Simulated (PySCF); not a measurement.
# WNBr: singlet, from a linear start

The task is one start of a wider search on WNBr: the singlet, from a linear start. It is relaxed, tested by its Hessian and followed downhill if it is a saddle.

Program: PySCF 2.14.0. Level of theory: PBE0, basis W def2-TZVP with ECP60, N def2-TZVP, Br def2-TZVP, scalar-relativistic core potentials, no spin–orbit coupling, density fitting. These are calculated values, not measurements.

## (1) Where the work starts

3 atoms, charge 0, spin multiplicity 1.

Bond lengths: W1–N2 1.800 Å, W1–Br3 2.510 Å. Angles: N2–W1–Br3 180.0°.

```xyz
3
charge 0 multiplicity 1
W     0.0000    0.0000    0.0000
N     0.0000    0.0000   -1.8000
Br    0.0000    0.0000    2.5100
```

## (2) Finding the electronic state

One driver script runs all steps and calls PySCF; scf.py shows how it sets up the SCF of each step. The optimiser is the driver's own. After this first run the driver tries any further starts and a stability analysis.

Input file scf.py:

```python
from pyscf import gto, scf, dft
mol = gto.M(atom='''
W      0.000000     0.000000     0.000000
N      0.000000     0.000000    -1.800000
Br     0.000000     0.000000     2.510000''',
    basis={'W': 'def2-TZVP', 'N': 'def2-TZVP', 'Br': 'def2-TZVP'},
    ecp={'W': 'def2-TZVP'},
    charge=0, spin=0)
mf = dft.RKS(mol, xc='PBE0')
mf.grids.atom_grid = (50, 194)
aux = {'W': 'def2-universal-JKFIT', 'N': 'def2-universal-JKFIT', 'Br': 'def2-universal-JKFIT'}
mf = mf.density_fit(auxbasis=aux)
mf.conv_tol = 1e-08
mf.diis_space = 10
mf.max_cycle = 60
mf.init_guess = 'minao'
mf.verbose = 4
mf.kernel()
```

Started as:

```sh
OMP_NUM_THREADS=2 python axn.py task.json out
```

After this run come: Relaxing the singlet from the linear start; Hessian and properties; Following the imaginary mode; Vibrations and properties at this point.

Before running it: what results should come out? Wanted: minimum; geometry; wavenumbers; dipole moment; highest occupied, lowest empty level; polar-tensor charge of W1; zero-point energy; atomisation energy.

**Answer**, as computed:

```
                                 quantity                                     value
                                  minimum                               singlet, Cs
                                 geometry  W–Br 2.356 Å, W–N 1.646 Å; Br–W–N 103.6°
                       wavenumbers (cm⁻¹)             231 (a'), 295 (a'), 1178 (a')
                            dipole moment                                    3.48 D
     highest occupied, lowest empty level                           -5.97, -3.57 eV
                polar-tensor charge of W1                                   +0.92 e
                        zero-point energy                               10.2 kJ/mol
                      entropy at 298.15 K                           304.5 J/(mol K)
atomisation energy (no zero-point energy)                                886 kJ/mol
```

**Reading.** From C∞v at the start the molecule goes to a Cs minimum, after a stop at a second-order saddle point 120.9 kJ/mol higher, from which it was pushed off along an imaginary mode. In the infrared the band at 1178 cm⁻¹ (a', stretch) leads. The first SCF alone would have been 80 kJ/mol too high. Other starts or spin states, not run here, may lie lower. Whether spin polarisation would lower the closed shell was not checked. Spin–orbit coupling, left out here, can matter for elements this heavy.
